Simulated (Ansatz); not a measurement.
**MgS: lattice vibrations**

Aim: phonons by finite displacements on a 2×2×2 mesh of wavevectors, at three volumes, and the mode Grüneisen parameters. Runs: reference run (LAPW); volume scaled by 0.985 (LAPW); volume scaled by 1.015 (LAPW); mode Grüneisen parameters (LAPW). Companion runs by PAW are cited.

Method: DFT LDA, all-electron LAPW, scalar-relativistic unless said, in Ansatz 0.2.0.

2 further runs of the same task are left out: 1 that didn't finish, 1 set aside as unsound or not needed.

**1. The starting structure**

It takes space group Fm-3m (No. 225, cubic). Conventional cell: a = 5.128 Å, b = 5.128 Å, c = 5.128 Å, α = 90.00°, β = 90.00°, γ = 90.00°. Around Mg (site symmetry m-3m) lie 6 S at 2.56 Å. Around S (site symmetry m-3m) lie 6 Mg at 2.56 Å.

Structure file:

```
CELL_PARAMETERS angstrom
0.00000 2.56418 2.56418
2.56418 0.00000 2.56418
2.56418 2.56418 0.00000
ATOMIC_POSITIONS crystal
Mg 0.00000 0.00000 0.00000
S 0.50000 0.50000 0.50000
```

Cartesian axes are those of the input's lattice vectors. The structure goes back to a database entry.

**2. Reference run, LAPW**

input.yaml reads:

```yaml
crystal:
  lattice:
    - [0.0, 2.56418244072, 2.56418244072]
    - [2.56418244072, 0.0, 2.56418244072]
    - [2.56418244072, 2.56418244072, 0.0]
  atoms:
    - { symbol: Mg, position: [0.0, 0.0, 0.0] }
    - { symbol: S, position: [0.5, 0.5, 0.5] }
kpoints:
  mp_grid: { grid: [8, 8, 8] }
scf:
  occupations: { method: fixed }
hamiltonian:
  xc: lda
  pseudopotentials: { kind: all_electron, lapw: { basis_error: 0.0005 } }
phonons:
  qmesh: [2, 2, 2]
  qpath:
    path:
      - [0.0, 0.0, 0.0]
      - [0.5, 0.0, 0.5]
      - [0.625, 0.25, 0.625]
      - [0.375, 0.375, 0.75]
      - [0.0, 0.0, 0.0]
      - [0.5, 0.5, 0.5]
      - [0.5, 0.25, 0.75]
      - [0.5, 0.0, 0.5]
    npoints: 6
  temperatures: { t_min: 0, t_max: 1000, t_step: 100 }
```

On the command line:

```bash
$ ansatz run input.yaml --threads 2 --pin off --max-ram 5120MiB --backend cpu --events-out ev --progress --plain --runs-dir out
```

**3. Volume scaled by 0.985, LAPW**

Edit input.yaml of step 2 so:

```diff
@@ -2,5 +2,5 @@
   lattice:
-    - [0.0, 2.56418244072, 2.56418244072]
-    - [2.56418244072, 0.0, 2.56418244072]
-    - [2.56418244072, 2.56418244072, 0.0]
+    - [0.0, 2.55129688435, 2.55129688435]
+    - [2.55129688435, 0.0, 2.55129688435]
+    - [2.55129688435, 2.55129688435, 0.0]
   atoms:
```

**4. Volume scaled by 1.015, LAPW**

Edit input.yaml of step 3 so:

```diff
@@ -2,5 +2,5 @@
   lattice:
-    - [0.0, 2.55129688435, 2.55129688435]
-    - [2.55129688435, 0.0, 2.55129688435]
-    - [2.55129688435, 2.55129688435, 0.0]
+    - [0.0, 2.57693977728, 2.57693977728]
+    - [2.57693977728, 0.0, 2.57693977728]
+    - [2.57693977728, 2.57693977728, 0.0]
   atoms:
```

(Steps that only read results are left out.)

What does the calculation give? Wanted: highest mode on the mesh, without the LO shift; optical modes at Γ.

**Answer**, as computed:

| quantity | value |
| --- | --- |
| highest mode on the mesh, without the LO shift (LAPW) | 368 cm⁻¹ |
| optical modes at Γ | 252 (T1u) cm⁻¹ |
| mean Grüneisen parameter at 300 K (LAPW) | 1.69 |

In words: No mode on the mesh is unstable; the highest lies at 368 cm⁻¹ by LAPW. Weighted by heat capacity at 300 K the mean Grüneisen parameter of the sampled modes is 1.69, which points to expansion on heating. PAW differs from LAPW by at most 0.3 cm⁻¹. Each set of modes is computed in the harmonic approximation.
